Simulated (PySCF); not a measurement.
# AsH (triplet): basis, grid and Hamiltonian

The method stays; parts of the set-up, such as the basis or the Hamiltonian, are changed.

Method: method and basis as typed in the scripts; program: PySCF 2.14.0.

1 further run of the same task is left out (it didn't finish).

**1. Where the work starts**

AsH (triplet): 2 atoms, charge 0, spin multiplicity 3.

Bond lengths: As1–H2 1.420 Å.

**2. Base script**

Input file input.py:

```python
from pyscf import gto, scf, ci

mol = gto.M(
    atom='As 0 0 0; H 0 0 1.42',
    basis='6-31g',
    charge=0,
    spin=2,
    symmetry=True,
    verbose=4,
)
mf = scf.UHF(mol)
mf.kernel()
ci.CISD(mf, frozen=9).kernel()
mf.dip_moment()
print('orbital energies (hartree):', [e[max(0, n-3):n+3].round(4) for e, n in zip(mf.mo_energy, mol.nelec)])
```

Started as:

```
OMP_NUM_THREADS=1 python input.py
```

Its log is not repeated here.

Base result: E(SCF) = -2234.405109 Eh, 9 cycles, E(CISD) − E(SCF) = -0.16390 Eh, ⟨S²⟩ = 2.009, μ = 0.89 D (of the SCF density).

The bond length is a typed value, not an optimised one. The triplet is typed in the script; nothing here shows that it is the ground state.

**3. 6-31g***

Run 1 changes basis set: 6-31g → 6-31g*.

input.py, as its differences from that of step 2:

```diff
@@ -4,3 +4,3 @@
     atom='As 0 0 0; H 0 0 1.42',
-    basis='6-31g',
+    basis='6-31g*',
     charge=0,
```

Started as:

```
OMP_NUM_THREADS=1 python input.py
```

Log, cut to the lines that bear on the results:

```text
[lines on the frontier levels of each cycle are left out]
PySCF version 2.14.0

[INPUT] verbose = 4
[INPUT] num. atoms = 2
[INPUT] num. electrons = 34
[INPUT] charge = 0
[INPUT] spin (= nelec alpha-beta = 2S) = 2
[INPUT] symmetry True subgroup None
[INPUT] Mole.unit = angstrom
[INPUT] Symbol           X                Y                Z      unit          X                Y                Z       unit  Magmom
[INPUT]  1 As     0.000000000000   0.000000000000   0.000000000000 AA    0.000000000000   0.000000000000   0.000000000000 Bohr   0.0
[INPUT]  2 H      0.000000000000   0.000000000000   1.420000000000 AA    0.000000000000   0.000000000000   2.683411096882 Bohr   0.0

nuclear repulsion = 12.2977802537746
point group symmetry = Coov
symmetry origin: [0.         0.         0.07892386]
symmetry axis x: [1. 0. 0.]
symmetry axis y: [0. 1. 0.]
symmetry axis z: [0. 0. 1.]
num. orbitals of irrep A1 = 14
num. orbitals of irrep E1x = 7
num. orbitals of irrep E1y = 7
num. orbitals of irrep E2x = 3
num. orbitals of irrep E2y = 3
number of shells = 14
number of NR pGTOs = 99
number of NR cGTOs = 34
basis = 6-31g*
ecp = {}

******** <class 'pyscf.scf.uhf_symm.SymAdaptedUHF'> ********
method = SymAdaptedUHF
initial guess = minao
damping factor = 0
level_shift factor = 0
DIIS = <class 'pyscf.scf.diis.CDIIS'>
diis_start_cycle = 1
diis_space = 8
diis_damp = 0
SCF conv_tol = 1e-09
SCF conv_tol_grad = None
SCF max_cycles = 50
direct_scf = True
direct_scf_tol = 1e-13
number electrons alpha = 18  beta = 16
Freeze 0 electrons in irreps []
    34 free electrons in irreps A1 E1x E1y E2x E2y
Set gradient conv threshold to 3.16228e-05
init E= -2233.47104313859

cycle= 1 E= -2234.44779307448  delta_E= -0.977  |g|= 0.108  |ddm|=    1
cycle= 2 E= -2234.4607930063  delta_E= -0.013  |g|= 0.0435  |ddm|= 0.216
cycle= 3 E= -2234.46230415118  delta_E= -0.00151  |g|= 0.0207  |ddm|= 0.0705
cycle= 4 E= -2234.46265439301  delta_E= -0.00035  |g|= 0.00569  |ddm|= 0.0376
cycle= 5 E= -2234.46270854555  delta_E= -5.42e-05  |g|= 0.00141  |ddm|= 0.0185
cycle= 6 E= -2234.4627122639  delta_E= -3.72e-06  |g|= 0.000297  |ddm|= 0.00543
cycle= 7 E= -2234.46271243692  delta_E= -1.73e-07  |g|= 0.000122  |ddm|= 0.000985
cycle= 8 E= -2234.46271247432  delta_E= -3.74e-08  |g|= 5.54e-05  |ddm|= 0.000465
cycle= 9 E= -2234.46271248493  delta_E= -1.06e-08  |g|= 1.31e-05  |ddm|= 0.00033
cycle= 10 E= -2234.46271248549  delta_E= -5.56e-10  |g|= 1.29e-06  |ddm|= 8.74e-05
Extra cycle  E= -2234.46271248549  delta_E= -2.27e-12  |g|= 5.89e-07  |ddm|= 3.27e-06
converged SCF energy = -2234.46271248549  <S^2> = 2.0169515  2S+1 = 3.0112798

******** <class 'pyscf.ci.ucisd.UCISD'> ********
CISD nocc = (np.int64(9), np.int64(7)), nmo = (25, 25)
frozen orbitals 9
max_cycle = 50
direct = 0
conv_tol = 1e-09
max_cycle = 50
max_space = 12
lindep = 0
nroots = 1
Init t2, MP2 energy = -0.218161556564703
UCISD converged
E(UCISD) = -2234.674994027454  E_corr = -0.2122815419629618
Dipole moment(X, Y, Z, Debye):  0.00000,  0.00000,  0.68753
orbital energies (hartree): [array([-0.466 , -0.3633, -0.3633,  0.1846,  0.2669,  0.3591]), array([-2.1025, -0.7072, -0.4215,  0.0406,  0.0406,  0.2165])]
```

It took 1.1 s on 1 thread of Intel Xeon Platinum 8375C at 2.90GHz, shared host.

Outcome: E(SCF) = -2234.462712 Eh (-1.5675 eV from the base), 10 cycles, E(CISD) − E(SCF) = -0.21228 Eh, ⟨S²⟩ = 2.017, μ = 0.69 D (of the SCF density).

**4. Crenbl (core potential on)**

Run 2 changes basis set: 6-31g → crenbl; core potential: off → on; frozen orbitals: 9 → none. The core potential changes with it: totals don't compare.

input.py, as its differences from that of step 2:

```diff
@@ -4,3 +4,4 @@
     atom='As 0 0 0; H 0 0 1.42',
-    basis='6-31g',
+    basis='crenbl',
+    ecp={'As': 'crenbl'},
     charge=0,
@@ -12,3 +13,3 @@
 mf.kernel()
-ci.CISD(mf, frozen=9).kernel()
+ci.CISD(mf).kernel()
 mf.dip_moment()
```

Started as:

```
OMP_NUM_THREADS=1 python input.py
```

Log, cut to the lines that bear on the results:

```text
[lines on the frontier levels of each cycle are left out]
[... 4 set-up lines left out, the same as in an earlier log ...]
[INPUT] num. electrons = 16
[... 8 set-up lines left out, the same as in an earlier log ...]
nuclear repulsion = 5.58990011535211
[... 8 set-up lines left out, the same as in an earlier log ...]
num. orbitals of irrep E2x = 4
num. orbitals of irrep E2y = 4
[... 1 set-up line left out, the same as in an earlier log ...]
number of NR pGTOs = 36
number of NR cGTOs = 36
basis = crenbl
ecp = {'As': 'crenbl'}
[... 15 set-up lines left out, the same as in an earlier log ...]
number electrons alpha = 9  beta = 7
[... 1 set-up line left out, the same as in an earlier log ...]
    16 free electrons in irreps A1 E1x E1y E2x E2y
[... 1 set-up line left out, the same as in an earlier log ...]
init E= -108.127975957844

cycle= 1 E= -112.186451224395  delta_E= -4.06  |g|= 0.219  |ddm|= 1.46
cycle= 2 E= -112.196739993129  delta_E= -0.0103  |g|= 0.0296  |ddm|= 0.193
cycle= 3 E= -112.197399488718  delta_E= -0.000659  |g|= 0.0104  |ddm|= 0.0506
cycle= 4 E= -112.197528189302  delta_E= -0.000129  |g|= 0.00475  |ddm|= 0.0188
cycle= 5 E= -112.197565674253  delta_E= -3.75e-05  |g|= 0.00204  |ddm|= 0.0105
cycle= 6 E= -112.197573498818  delta_E= -7.82e-06  |g|= 0.00101  |ddm|= 0.00551
cycle= 7 E= -112.197576875159  delta_E= -3.38e-06  |g|= 0.000363  |ddm|= 0.00569
cycle= 8 E= -112.197577422604  delta_E= -5.47e-07  |g|= 4.86e-05  |ddm|= 0.00325
cycle= 9 E= -112.197577428942  delta_E= -6.34e-09  |g|= 8.34e-06  |ddm|= 0.000358
cycle= 10 E= -112.197577429051  delta_E= -1.09e-10  |g|= 1.97e-06  |ddm|= 3.8e-05
Extra cycle  E= -112.197577429056  delta_E= -4.52e-12  |g|= 8.89e-07  |ddm|= 5.08e-06
converged SCF energy = -112.197577429056  <S^2> = 2.0095563  2S+1 = 3.0063641

******** <class 'pyscf.ci.ucisd.UCISD'> ********
CISD nocc = (np.int64(9), np.int64(7)), nmo = (36, 36)
max_cycle = 50
direct = 0
conv_tol = 1e-09
max_cycle = 50
max_space = 12
lindep = 0
nroots = 1
Init t2, MP2 energy = -0.299291193095334
UCISD converged
E(UCISD) = -112.4821521406059  E_corr = -0.2845747115503715
Dipole moment(X, Y, Z, Debye):  0.00000,  0.00000,  0.69750
orbital energies (hartree): [array([-0.461 , -0.3609, -0.3609,  0.1686,  0.376 ,  0.4853]), array([-2.0177, -0.7184, -0.4139,  0.0439,  0.0439,  0.1943])]
```

Run time: 1.3 s. Hardware: 1 thread of Intel Xeon Platinum 8375C at 2.90GHz, shared host; peak memory 0.17 GiB.

Result: E(SCF) = -112.197577 Eh, 10 cycles, E(CISD) − E(SCF) = -0.28457 Eh, ⟨S²⟩ = 2.010, μ = 0.70 D (of the SCF density).

**5. X2c-svpall (X2C on)**

Run 3 changes basis set: 6-31g → x2c-svpall; spin-free X2C: off → on.

input.py, as its differences from that of step 2:

```diff
@@ -4,3 +4,3 @@
     atom='As 0 0 0; H 0 0 1.42',
-    basis='6-31g',
+    basis='x2c-svpall',
     charge=0,
@@ -11,2 +11,3 @@
 mf = scf.UHF(mol)
+mf = mf.sfx2c1e()
 mf.kernel()
```

Started as:

```
OMP_NUM_THREADS=1 python input.py
```

Log, cut to the lines that bear on the results:

```text
[lines on the frontier levels of each cycle are left out]
[... 19 set-up lines left out, the same as in an earlier log ...]
num. orbitals of irrep A1 = 15
num. orbitals of irrep E1x = 8
num. orbitals of irrep E1y = 8
[... 2 set-up lines left out, the same as in an earlier log ...]
number of shells = 5
number of NR pGTOs = 81
number of NR cGTOs = 37
basis = x2c-svpall
[... 2 set-up lines left out, the same as in an earlier log ...]
******** <class 'pyscf.x2c.sfx2c1e.sfX2C1eSymAdaptedUHF'> ********
method = sfX2C1eSymAdaptedUHF
[... 14 set-up lines left out, the same as in an earlier log ...]
******** <class 'pyscf.x2c.sfx2c1e.SpinFreeX2CHelper'> ********
approx = 1e
xuncontract = 1
[... 3 set-up lines left out, the same as in an earlier log ...]
init E= -2258.90999506121

cycle= 1 E= -2259.18516355633  delta_E= -0.275  |g|= 0.113  |ddm|= 1.02
cycle= 2 E= -2259.19643958963  delta_E= -0.0113  |g|= 0.0479  |ddm|= 0.178
cycle= 3 E= -2259.19771823467  delta_E= -0.00128  |g|= 0.0205  |ddm|= 0.0578
cycle= 4 E= -2259.19807248233  delta_E= -0.000354  |g|= 0.00506  |ddm|= 0.0351
cycle= 5 E= -2259.19811196239  delta_E= -3.95e-05  |g|= 0.00131  |ddm|= 0.0149
cycle= 6 E= -2259.19811502538  delta_E= -3.06e-06  |g|= 0.000288  |ddm|= 0.00517
cycle= 7 E= -2259.19811519101  delta_E= -1.66e-07  |g|= 0.000127  |ddm|= 0.00105
cycle= 8 E= -2259.19811523569  delta_E= -4.47e-08  |g|= 5.77e-05  |ddm|= 0.000557
cycle= 9 E= -2259.19811524756  delta_E= -1.19e-08  |g|= 1.36e-05  |ddm|= 0.000349
cycle= 10 E= -2259.19811524818  delta_E= -6.22e-10  |g|= 1.6e-06  |ddm|= 8.99e-05
Extra cycle  E= -2259.19811524818  delta_E= -1.36e-12  |g|= 7.8e-07  |ddm|= 4.58e-06
converged SCF energy = -2259.19811524818  <S^2> = 2.0160241  2S+1 = 3.0106638

******** <class 'pyscf.ci.ucisd.UCISD'> ********
CISD nocc = (np.int64(9), np.int64(7)), nmo = (28, 28)
frozen orbitals 9
max_cycle = 50
direct = 0
conv_tol = 1e-09
max_cycle = 50
max_space = 12
lindep = 0
nroots = 1
Init t2, MP2 energy = -0.202022829334515
UCISD converged
E(UCISD) = -2259.398623332278  E_corr = -0.200508084094661
Dipole moment(X, Y, Z, Debye):  0.00000,  0.00000,  0.51767
orbital energies (hartree): [array([-0.4632, -0.3615, -0.3615,  0.1809,  0.333 ,  0.4762]), array([-2.057 , -0.7138, -0.4227,  0.0533,  0.0533,  0.2074])]
```

Run time: 1.3 s. Hardware: 1 thread of Intel Xeon Platinum 8375C at 2.90GHz, shared host.

Result: E(SCF) = -2259.198115 Eh, 10 cycles, E(CISD) − E(SCF) = -0.20051 Eh, ⟨S²⟩ = 2.016, μ = 0.52 D (of the SCF density).

**6. Jorge-dzp-dkh (X2C on)**

Run 4 changes basis set: 6-31g → jorge-dzp-dkh; spin-free X2C: off → on.

input.py, as its differences from that of step 2:

```diff
@@ -4,3 +4,3 @@
     atom='As 0 0 0; H 0 0 1.42',
-    basis='6-31g',
+    basis='jorge-dzp-dkh',
     charge=0,
@@ -11,2 +11,3 @@
 mf = scf.UHF(mol)
+mf = mf.sfx2c1e()
 mf.kernel()
```

Started as:

```
OMP_NUM_THREADS=1 python input.py
```

Log, cut to the lines that bear on the results:

```text
[lines on the frontier levels of each cycle are left out]
[... 19 set-up lines left out, the same as in an earlier log ...]
num. orbitals of irrep A1 = 20
num. orbitals of irrep E1x = 10
num. orbitals of irrep E1y = 10
[... 2 set-up lines left out, the same as in an earlier log ...]
num. orbitals of irrep E3x = 1
num. orbitals of irrep E3y = 1
number of shells = 20
number of NR pGTOs = 90
number of NR cGTOs = 48
basis = jorge-dzp-dkh
[... 22 set-up lines left out, the same as in an earlier log ...]
    34 free electrons in irreps A1 E1x E1y E2x E2y E3x E3y
[... 1 set-up line left out, the same as in an earlier log ...]
init E= -2259.180016167

cycle= 1 E= -2259.45880046587  delta_E= -0.279  |g|= 0.113  |ddm|= 1.07
cycle= 2 E= -2259.4670651398  delta_E= -0.00826  |g|= 0.0332  |ddm|= 0.208
cycle= 3 E= -2259.4677507844  delta_E= -0.000686  |g|= 0.0143  |ddm|= 0.0588
cycle= 4 E= -2259.46787277616  delta_E= -0.000122  |g|= 0.0055  |ddm|= 0.0215
cycle= 5 E= -2259.46790045488  delta_E= -2.77e-05  |g|= 0.00217  |ddm|= 0.00984
cycle= 6 E= -2259.467908111  delta_E= -7.66e-06  |g|= 0.000856  |ddm|= 0.00534
cycle= 7 E= -2259.46790985419  delta_E= -1.74e-06  |g|= 0.000364  |ddm|= 0.00336
cycle= 8 E= -2259.46791031589  delta_E= -4.62e-07  |g|= 9.18e-05  |ddm|= 0.0027
cycle= 9 E= -2259.46791034418  delta_E= -2.83e-08  |g|= 1.37e-05  |ddm|= 0.000814
cycle= 10 E= -2259.46791034459  delta_E= -4.1e-10  |g|= 4.57e-06  |ddm|= 7.97e-05
Extra cycle  E= -2259.46791034462  delta_E= -2.82e-11  |g|= 2.28e-06  |ddm|= 8.21e-06
converged SCF energy = -2259.46791034462  <S^2> = 2.0088343  2S+1 = 3.0058837

******** <class 'pyscf.ci.ucisd.UCISD'> ********
CISD nocc = (np.int64(9), np.int64(7)), nmo = (39, 39)
frozen orbitals 9
max_cycle = 50
direct = 0
conv_tol = 1e-09
max_cycle = 50
max_space = 12
lindep = 0
nroots = 1
Init t2, MP2 energy = -0.331833742401074
UCISD converged
E(UCISD) = -2259.783214492573  E_corr = -0.3153041479562289
Dipole moment(X, Y, Z, Debye): -0.00000,  0.00000,  0.67563
orbital energies (hartree): [array([-0.4597, -0.3572, -0.3572,  0.1723,  0.4755,  0.5776]), array([-2.0428, -0.7161, -0.4154,  0.0559,  0.0559,  0.1968])]
```

Wall time 1.7 s (1 thread of Intel Xeon Platinum 8375C at 2.90GHz, shared host); peak memory 0.21 GiB.

Result: E(SCF) = -2259.467910 Eh, 10 cycles, E(CISD) − E(SCF) = -0.31530 Eh, ⟨S²⟩ = 2.009, μ = 0.68 D (of the SCF density).

**7. Jorge-dzp**

Run 5 changes basis set: 6-31g → jorge-dzp.

input.py, as its differences from that of step 2:

```diff
@@ -4,3 +4,3 @@
     atom='As 0 0 0; H 0 0 1.42',
-    basis='6-31g',
+    basis='jorge-dzp',
     charge=0,
```

Started as:

```
OMP_NUM_THREADS=1 python input.py
```

Log, cut to the lines that bear on the results:

```text
[lines on the frontier levels of each cycle are left out]
[... 29 set-up lines left out, the same as in an earlier log ...]
basis = jorge-dzp
[... 20 set-up lines left out, the same as in an earlier log ...]
init E= -2231.05958131718

cycle= 1 E= -2234.66686163195  delta_E= -3.61  |g|= 0.615  |ddm|= 1.16
cycle= 2 E= -2234.68054947562  delta_E= -0.0137  |g|= 0.169  |ddm|= 0.238
cycle= 3 E= -2234.68303275266  delta_E= -0.00248  |g|= 0.0503  |ddm|= 0.0948
cycle= 4 E= -2234.68339782288  delta_E= -0.000365  |g|= 0.00737  |ddm|= 0.0261
cycle= 5 E= -2234.68346449076  delta_E= -6.67e-05  |g|= 0.00236  |ddm|= 0.0195
cycle= 6 E= -2234.68347325419  delta_E= -8.76e-06  |g|= 0.000884  |ddm|= 0.00591
cycle= 7 E= -2234.68347495405  delta_E= -1.7e-06  |g|= 0.000365  |ddm|= 0.00309
cycle= 8 E= -2234.68347538181  delta_E= -4.28e-07  |g|= 0.000133  |ddm|= 0.00226
cycle= 9 E= -2234.68347544836  delta_E= -6.66e-08  |g|= 1.54e-05  |ddm|= 0.0013
cycle= 10 E= -2234.68347544882  delta_E= -4.6e-10  |g|= 4.59e-06  |ddm|= 8.64e-05
Extra cycle  E= -2234.68347544884  delta_E= -2.46e-11  |g|= 2.32e-06  |ddm|= 8.04e-06
converged SCF energy = -2234.68347544884  <S^2> = 2.0091848  2S+1 = 3.006117

******** <class 'pyscf.ci.ucisd.UCISD'> ********
CISD nocc = (np.int64(9), np.int64(7)), nmo = (39, 39)
frozen orbitals 9
max_cycle = 50
direct = 0
conv_tol = 1e-09
max_cycle = 50
max_space = 12
lindep = 0
nroots = 1
Init t2, MP2 energy = -0.328214315589104
UCISD converged
E(UCISD) = -2234.99593797734  E_corr = -0.3124625284954829
Dipole moment(X, Y, Z, Debye):  0.00000,  0.00000,  0.77372
orbital energies (hartree): [array([-0.4594, -0.3588, -0.3588,  0.1721,  0.4826,  0.5938]), array([-2.0876, -0.7065, -0.4122,  0.0533,  0.0533,  0.1973])]
```

Run time: 1.7 s. Hardware: 1 thread of Intel Xeon Platinum 8375C at 2.90GHz, shared host.

Outcome: E(SCF) = -2234.683475 Eh (-7.5747 eV from the base), 10 cycles, E(CISD) − E(SCF) = -0.31246 Eh, ⟨S²⟩ = 2.009, μ = 0.77 D (of the SCF density).

**8. Comparison**

```
                       run  E(SCF) (hartree)  from base (eV)  cycles  gap, α spin (eV)  SCF dipole (D)  functions                            after the SCF
                      base      -2234.405109               0       9             14.82            0.89         29  CISD correlation -4.460 eV, core frozen
                    6-31g*      -2234.462712         -1.5675      10             14.91            0.69         34  CISD correlation -5.776 eV, core frozen
crenbl (core potential on)       -112.197577  not comparable      10             14.41            0.70         36               CISD correlation -7.744 eV
       x2c-svpall (X2C on)      -2259.198115  not comparable      10             14.76            0.52         37  CISD correlation -5.456 eV, core frozen
    jorge-dzp-dkh (X2C on)      -2259.467910  not comparable      10             14.41            0.68         48  CISD correlation -8.580 eV, core frozen
                 jorge-dzp      -2234.683475         -7.5747      10             14.45            0.77         48  CISD correlation -8.503 eV, core frozen
```

Wall time on 1 thread of Intel Xeon Platinum 8375C at 2.90GHz, shared host, start-up included: base 1.2 s; 6-31g* 1.1 s; crenbl (core potential on) 1.3 s; x2c-svpall (X2C on) 1.3 s; jorge-dzp-dkh (X2C on) 1.7 s; jorge-dzp 1.7 s.

**Reading.** The largest comparable shift of the SCF energy, -7.575 eV, comes with the run “jorge-dzp”. 6-31g* (34 functions) gives an energy 1.57 eV lower than 6-31g (29). jorge-dzp (48 functions) gives an energy 7.57 eV lower than 6-31g (29).
